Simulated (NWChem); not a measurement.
# TPSSh/6-31G run of TiO2 (SMILES [O]=[Ti]=[O])

Aim: the vertical ionisation energy of TiO2 at TPSSh/6-31G, from 2 runs. 

Program for the calculation: NWChem 7.3.0.

3 further runs of the same task are left out: 3 that didn't finish.

### Step 1. The system as given

TiO2: 3 atoms, total charge 0, spin state singlet. SMILES: `[O]=[Ti]=[O]`. The coordinates come from a PBE0-D4/def2-TZVP relaxation.

Bond lengths: O1–Ti2 1.628 Å, Ti2–O3 1.628 Å. Angles: O1–Ti2–O3 111.8°.

### Step 2. A single-point energy at TPSSh/6-31G

Contents of struct.xyz:

```xyz
3

O      0.921000     0.928800     0.444600
Ti     0.135000    -0.492000     0.331600
O     -1.056100    -0.436800    -0.776200
```

Contents of struct.nw:

```
START struct
memory stack 880 mb heap 220 mb global 1100 mb

GEOMETRY units angstrom noautosym nocenter noautoz
  load format xyz struct.xyz
END

BASIS spherical bse
  O library 6-31G
  Ti library 6-31G
END

DFT
  xc xctpssh
  grid fine
  convergence energy 1e-08
  maxiter 100
  mulliken
  noprint "final vectors analysis"
END

TASK dft energy
```

Launch:

```sh
nwchem struct.nw > struct.out
```

The program printed:

```text
Northwest Computational Chemistry Package (NWChem) 7.3.0
             --------------------------------------------------------

           Job information
           ---------------

    nwchem branch   = 7.3.0
    use scalapack   = T
    input           = struct.nw
    prefix          = struct.
    data base       = ./struct.db
    status          = startup
    nproc           =        1

           Memory information
           ------------------

    heap     =     28835836 doubles =      220.0 Mbytes
    stack    =    115343361 doubles =      880.0 Mbytes
    global   =    144179200 doubles =     1100.0 Mbytes (distinct from heap & stack)
    total    =    288358397 doubles =     2200.0 Mbytes
    verify   = yes
    hardfail = no

           Directory information
           ---------------------

  0 permanent = .
  0 scratch   = .

                                NWChem Input Module
                                -------------------

 Scaling coordinates for geometry "geometry" by  1.889725989
 (inverse scale =  0.529177249)

                             Geometry "geometry" -> ""
                             -------------------------

 Output coordinates in angstroms (scale by  1.889725989 to convert to a.u.)

  No.       Tag          Charge          X              Y              Z
 ---- ---------------- ---------- -------------- -------------- --------------
    1 O                    8.0000     0.92100000     0.92880000     0.44460000
    2 Ti                  22.0000     0.13500000    -0.49200000     0.33160000
    3 O                    8.0000    -1.05610000    -0.43680000    -0.77620000

      Atomic Mass
      -----------

      O                 15.994910
      Ti                45.948000

 Effective nuclear repulsion energy (a.u.)     127.0099282098

            Nuclear Dipole moment (a.u.)
            ----------------------------
        X                 Y               Z
 ---------------- ---------------- ----------------
     3.5700703376   -13.0164326093     8.7728639294

            XYZ format geometry
            -------------------
     3
 geometry
 O                     0.92100000     0.92880000     0.44460000
 Ti                    0.13500000    -0.49200000     0.33160000
 O                    -1.05610000    -0.43680000    -0.77620000

 ==============================================================================
                                internuclear distances
 ------------------------------------------------------------------------------
       center one      |      center two      | atomic units |  angstroms
 ------------------------------------------------------------------------------
    2 Ti               |   1 O                |     3.07581  |     1.62765
    3 O                |   2 Ti               |     3.07566  |     1.62757
 ------------------------------------------------------------------------------
                         number of included internuclear distances:          2
 ==============================================================================

 ==============================================================================
                                 internuclear angles
 ------------------------------------------------------------------------------
        center 1       |       center 2       |       center 3       |  degrees
 ------------------------------------------------------------------------------
    1 O                |   2 Ti               |   3 O                |   111.78
 ------------------------------------------------------------------------------
                            number of included internuclear angles:          1
 ==============================================================================

                      Basis "ao basis" -> "" (spherical)
                      -----
  [basis functions not shown]

 Summary of "ao basis" -> "" (spherical)
 ------------------------------------------------------------------------------
       Tag                 Description            Shells   Functions and Types
 ---------------- ------------------------------  ------  ---------------------
 O                           6-31G                   5        9   3s2p
 Ti                          6-31G                  11       27   5s4p2d

                                 NWChem DFT Module
                                 -----------------

 Summary of "ao basis" -> "ao basis" (spherical)
 ------------------------------------------------------------------------------
       Tag                 Description            Shells   Functions and Types
 ---------------- ------------------------------  ------  ---------------------
 O                           6-31G                   5        9   3s2p
 Ti                          6-31G                  11       27   5s4p2d

  Caching 1-el integrals
  itol2e modified to match energy
  convergence criterion.
  tol_rho modified to match energy
  convergence criterion.

            General Information
            -------------------
          SCF calculation type: DFT
          Wavefunction type:  closed shell.
          No. of atoms     :     3
          No. of electrons :    38
           Alpha electrons :    19
            Beta electrons :    19
          Charge           :     0
          Spin multiplicity:     1
          Use of symmetry is: off; symmetry adaption is: off
          Maximum number of iterations: 100
          AO basis - number of functions:    45
                     number of shells:    21
          Convergence on energy requested:  1.00D-08
          Convergence on density requested:  1.00D-05
          Convergence on gradient requested:  5.00D-04

              XC Information
              --------------
                  TPSS hybrid Method XC Functional
                     Hartree-Fock (Exact) Exchange  0.100
                  TPSS metaGGA Exchange Functional  0.900
             TPSS03 metaGGA Correlation Functional  1.000

             Grid Information
             ----------------
          Grid used for XC integration:  fine
          Radial quadrature: Mura-Knowles
          Angular quadrature: Lebedev.
          Tag              B.-S. Rad. Rad. Pts. Rad. Cut. Ang. Pts.
          ---              ---------- --------- --------- ---------
          O                   0.60       70           8.0       590
          Ti                  1.40      140          10.0       974
          Grid pruning is: on
          Number of quadrature shells:   280
          Spatial weights used:  Erf1

          Convergence Information
          -----------------------
          Convergence aids based upon iterative change in
          total energy or number of iterations.
          Levelshifting, if invoked, occurs when the
          HOMO/LUMO gap drops below (HL_TOL):  1.00D-02
          DIIS, if invoked, will attempt to extrapolate
          using up to (NFOCK): 10 stored Fock matrices.

                    Damping( 0%)  Levelshifting(0.5)       DIIS
                  --------------- ------------------- ---------------
          dE  on:    start            ASAP                start
          dE off:    2 iters        100 iters           100 iters

      Screening Tolerance Information
      -------------------------------
          Density screening/tol_rho:  1.00D-11
          AO Gaussian exp screening on grid/accAOfunc:  18
          CD Gaussian exp screening on grid/accCDfunc:  20
          XC Gaussian exp screening on grid/accXCfunc:  20
          Schwarz screening/accCoul:  1.00D-09

      Superposition of Atomic Density Guess
      -------------------------------------

 Sum of atomic energies:        -997.80991406

      Non-variational initial energy
      ------------------------------

 Total energy =    -997.451860
 1-e energy   =   -1621.049042
 2-e energy   =     496.587254
 HOMO         =      -0.461121
 LUMO         =      -0.131561

   Time after variat. SCF:      0.5

     ---------------------------------------------
      Total Density - Mulliken Population Analysis
     ---------------------------------------------

    Atom       Charge   Shell Charges
 -----------   ------   -------------------------------------------------------
    1 O    8     9.50   2.00  0.99  3.43  0.97  2.10
    2 Ti  22    19.00   2.00  2.00  6.00  2.01  6.01  0.06  0.07  0.03  0.03  0.31  0.47
    3 O    8     9.50   2.00  0.99  3.43  0.97  2.10
   Time prior to 1st pass:      0.5

 Grid_pts file          = ./struct.gridpts.0
 Record size in doubles =  12289        No. of grid_pts per rec  =   3070
 Max. records in memory =     99        Max. recs in file   = *********

           Memory utilization after 1st SCF pass:
           Heap Space remaining (MW):        0.00                  10
          Stack Space remaining (MW):      115.34           115342964

   convergence    iter        energy       DeltaE   RMS-Dens  Diis-err    time
 ---------------- ----- ----------------- --------- --------- ---------  ------
 d= 0,ls=0.0,diis     1   -999.0052133101 -1.13D+03  1.21D-01  5.12D+00     1.3
 d= 0,ls=0.0,diis     2   -975.9938200927  2.30D+01  7.07D-02  1.35D+02     2.0
 d= 0,ls=0.0,diis     3   -993.7387885347 -1.77D+01  1.98D-02  6.62D+01     2.7
 d= 0,ls=0.5,diis     4   -990.2026363960  3.54D+00  7.51D-03  1.03D+02     3.4
 d= 0,ls=0.5,diis     5   -991.8724112696 -1.67D+00  1.19D-02  8.95D+01     4.1
 d= 0,ls=0.5,diis     6   -994.5643571952 -2.69D+00  1.48D-02  6.01D+01     4.9
 d= 0,ls=0.5,diis     7   -997.1363035915 -2.57D+00  1.43D-02  2.86D+01     5.6
 d= 0,ls=0.5,diis     8   -998.7132169077 -1.58D+00  9.73D-03  8.83D+00     6.4
 d= 0,ls=0.5,diis     9   -999.2764399556 -5.63D-01  6.91D-03  2.62D+00     7.2
 d= 0,ls=0.5,diis    10   -999.4832959961 -2.07D-01  4.81D-03  6.49D-01     7.9
 d= 0,ls=0.5,diis    11   -999.5510901202 -6.78D-02  2.61D-03  1.01D-01     8.7
  Resetting Diis
 d= 0,ls=0.5,diis    12   -999.5652630929 -1.42D-02  1.41D-03  1.28D-02     9.4
 d= 0,ls=0.5,diis    13   -999.5681541983 -2.89D-03  9.38D-04  1.83D-03    10.2
 d= 0,ls=0.5,diis    14   -999.5688736444 -7.19D-04  6.29D-04  1.35D-03    11.0
 d= 0,ls=0.5,diis    15   -999.5692565837 -3.83D-04  5.12D-04  3.42D-04    11.8
 d= 0,ls=0.5,diis    16   -999.5694544177 -1.98D-04  4.57D-04  1.85D-04    12.6
 d= 0,ls=0.5,diis    17   -999.5696168474 -1.62D-04  5.31D-04  1.94D-04    13.4
 d= 0,ls=0.5,diis    18   -999.5698358343 -2.19D-04  7.56D-04  3.32D-04    14.2
 d= 0,ls=0.5,diis    19   -999.5702633637 -4.28D-04  1.18D-03  8.57D-04    14.9
 d= 0,ls=0.5,diis    20   -999.5712986463 -1.04D-03  1.88D-03  2.24D-03    15.7
 d= 0,ls=0.5,diis    21   -999.5739035992 -2.60D-03  3.01D-03  6.13D-03    16.5
 d= 0,ls=0.5,diis    22   -999.5804160717 -6.51D-03  4.68D-03  1.66D-02    17.2
 d= 0,ls=0.5,diis    23   -999.5952213166 -1.48D-02  6.81D-03  4.56D-02    18.0
 d= 0,ls=0.5,diis    24   -999.6220827772 -2.69D-02  8.72D-03  1.25D-01    18.7
 d= 0,ls=0.5,diis    25   -999.6501955189 -2.81D-02  9.43D-03  3.56D-01    19.5
 d= 0,ls=0.5,diis    26   -999.6529088274 -2.71D-03  8.67D-03  8.68D-01    20.2
 d= 0,ls=0.5,diis    27   -999.6255509118  2.74D-02  7.18D-03  1.56D+00    21.0
 d= 0,ls=0.5,diis    28   -999.5873117574  3.82D-02  5.56D-03  2.19D+00    21.7
 d= 0,ls=0.5,diis    29   -999.5553227263  3.20D-02  4.18D-03  2.63D+00    22.5
 d= 0,ls=0.5,diis    30   -999.5336668932  2.17D-02  3.07D-03  2.90D+00    23.2
 d= 0,ls=0.5,diis    31   -999.5219549465  1.17D-02  2.25D-03  3.04D+00    23.9
 d= 0,ls=0.5,diis    32   -999.5148723633  7.08D-03  1.68D-03  3.12D+00    24.7
 d= 0,ls=0.5,diis    33   -999.5081371881  6.74D-03  1.19D-03  3.19D+00    25.4
 d= 0,ls=0.5,diis    34   -999.5025967727  5.54D-03  9.45D-04  3.24D+00    26.2
 d= 0,ls=0.5,diis    35   -999.5173766855 -1.48D-02  1.50D-03  3.14D+00    26.9
 d= 0,ls=0.5,diis    36   -999.5336177762 -1.62D-02  2.16D-03  2.96D+00    27.6
 d= 0,ls=0.5,diis    37   -999.5812725245 -4.77D-02  3.51D-03  2.55D+00    28.4
 d= 0,ls=0.5,diis    38   -999.6784980740 -9.72D-02  2.61D-03  1.68D+00    29.1
 d= 0,ls=0.5,diis    39   -999.7479821007 -6.95D-02  3.65D-03  1.11D+00    29.9
 d= 0,ls=0.5,diis    40   -999.8168679161 -6.89D-02  2.18D-03  5.01D-01    30.6
 d= 0,ls=0.5,diis    41   -999.8465862700 -2.97D-02  1.87D-03  2.50D-01    31.4
 d= 0,ls=0.5,diis    42   -999.8647350483 -1.81D-02  1.32D-03  8.97D-02    32.2
 d= 0,ls=0.5,diis    43   -999.8721056862 -7.37D-03  8.60D-04  2.62D-02    32.8
 d= 0,ls=0.5,diis    44   -999.8745930933 -2.49D-03  4.78D-04  6.08D-03    33.5
 d= 0,ls=0.5,diis    45   -999.8752126514 -6.20D-04  2.89D-04  1.79D-03    34.2
 d= 0,ls=0.5,diis    46   -999.8753939962 -1.81D-04  2.09D-04  8.06D-04    34.9
 d= 0,ls=0.5,diis    47   -999.8754678956 -7.39D-05  1.56D-04  4.89D-04    35.6
 d= 0,ls=0.5,diis    48   -999.8755067272 -3.88D-05  1.29D-04  3.29D-04    36.4
 d= 0,ls=0.5,diis    49   -999.8755375002 -3.08D-05  9.67D-05  1.60D-04    37.1
 d= 0,ls=0.5,diis    50   -999.8755520477 -1.45D-05  7.75D-05  9.69D-05    37.9
 d= 0,ls=0.5,diis    51   -999.8755622690 -1.02D-05  6.10D-05  4.43D-05    38.6
 d= 0,ls=0.5,diis    52   -999.8755678790 -5.61D-06  4.77D-05  1.92D-05    39.4
 d= 0,ls=0.5,diis    53   -999.8755708599 -2.98D-06  3.84D-05  8.78D-06    40.1
 d= 0,ls=0.5,diis    54   -999.8755724851 -1.63D-06  3.07D-05  4.89D-06    40.8
 d= 0,ls=0.5,diis    55   -999.8755734901 -1.01D-06  2.48D-05  2.74D-06    41.6
 d= 0,ls=0.5,diis    56   -999.8755741251 -6.35D-07  2.02D-05  1.51D-06    42.3
 d= 0,ls=0.5,diis    57   -999.8755745259 -4.01D-07  1.61D-05  8.41D-07    43.1
 d= 0,ls=0.5,diis    58   -999.8755747750 -2.49D-07  1.29D-05  4.86D-07    43.8
 d= 0,ls=0.5,diis    59   -999.8755749324 -1.57D-07  1.05D-05  2.99D-07    44.6
 d= 0,ls=0.5,diis    60   -999.8755750349 -1.02D-07  8.51D-06  1.87D-07    45.4
 d= 0,ls=0.5,diis    61   -999.8755751021 -6.72D-08  6.87D-06  1.15D-07    46.2
 d= 0,ls=0.5,diis    62   -999.8755751456 -4.35D-08  5.56D-06  7.32D-08    46.9
 d= 0,ls=0.5,diis    63   -999.8755751741 -2.85D-08  4.50D-06  4.73D-08    47.7
 d= 0,ls=0.5,diis    64   -999.8755751927 -1.86D-08  3.66D-06  3.18D-08    48.5
 d= 0,ls=0.5,diis    65   -999.8755752050 -1.23D-08  2.97D-06  2.14D-08    49.2
 d= 0,ls=0.5,diis    66   -999.8755752131 -8.17D-09  2.42D-06  1.43D-08    50.0

         Total DFT energy =     -999.875575218539
      One electron energy =    -1625.792860611176
           Coulomb energy =      558.272748599424
    Exchange-Corr. energy =      -59.365391416546
 Nuclear repulsion energy =      127.009928209759

 Numeric. integr. density =       37.999999904568

     Total iterative time =     50.3s

     ---------------------------------------------
      Total Density - Mulliken Population Analysis
     ---------------------------------------------

    Atom       Charge   Shell Charges
 -----------   ------   -------------------------------------------------------
    1 O    8     8.54   2.00  0.94  2.78  1.04  1.79
    2 Ti  22    20.91   2.00  2.00  6.00  2.00  6.01  0.03  0.24  0.02  0.07  1.31  1.23
    3 O    8     8.54   2.00  0.94  2.78  1.04  1.79

     -------------------------------------------
      Total Density - Lowdin Population Analysis
     -------------------------------------------

    Atom       Charge   Shell Charges
 -----------   ------   -------------------------------------------------------
    1 O    8     8.32   2.00  0.91  2.67  0.80  1.94
    2 Ti  22    21.36   2.00  2.00  5.99  1.88  5.86  0.15  0.49  0.08  0.14  1.23  1.55
    3 O    8     8.32   2.00  0.91  2.67  0.80  1.94

 center of mass
 --------------
 x =   0.09800634 y =  -0.35731999 z =   0.24082786

 moments of inertia (a.u.)
 ------------------
         149.166461718047         -67.041008037142         -75.717528416736
         -67.041008037142         173.625797158711         -22.889756003366
         -75.717528416736         -22.889756003366         204.340086002540

     Multipole analysis of the density
     ---------------------------------

     L   x y z        total         alpha         beta         nuclear
     -   - - -        -----         -----         ----         -------
     0   0 0 0     -0.000000    -19.000000    -19.000000     38.000000

     1   1 0 0      0.586205     -1.491932     -1.491932      3.570070
     1   0 1 0     -2.135004      5.440715      5.440715    -13.016433
     1   0 0 1      1.439173     -3.666846     -3.666846      8.772864

     2   2 0 0    -21.563685    -39.546151    -39.546151     57.528616
     2   1 1 0     -4.118095    -18.258456    -18.258456     32.398818
     2   1 0 1     -3.249240    -20.941620    -20.941620     38.634000
     2   0 2 0    -17.726410    -33.419839    -33.419839     49.113267
     2   0 1 1     -3.049416     -5.857607     -5.857607      8.665797
     2   0 0 2    -17.741001    -24.619489    -24.619489     31.497977

 Task  times  cpu:       50.7s     wall:       50.7s
 Total times  cpu:       50.8s     wall:       50.8s
```

Wall time 52 s (1 thread of Intel Xeon 6975P-C (Granite Rapids), shared host); peak memory 0.11 GiB.

(Part 1 of 2 ends here.)
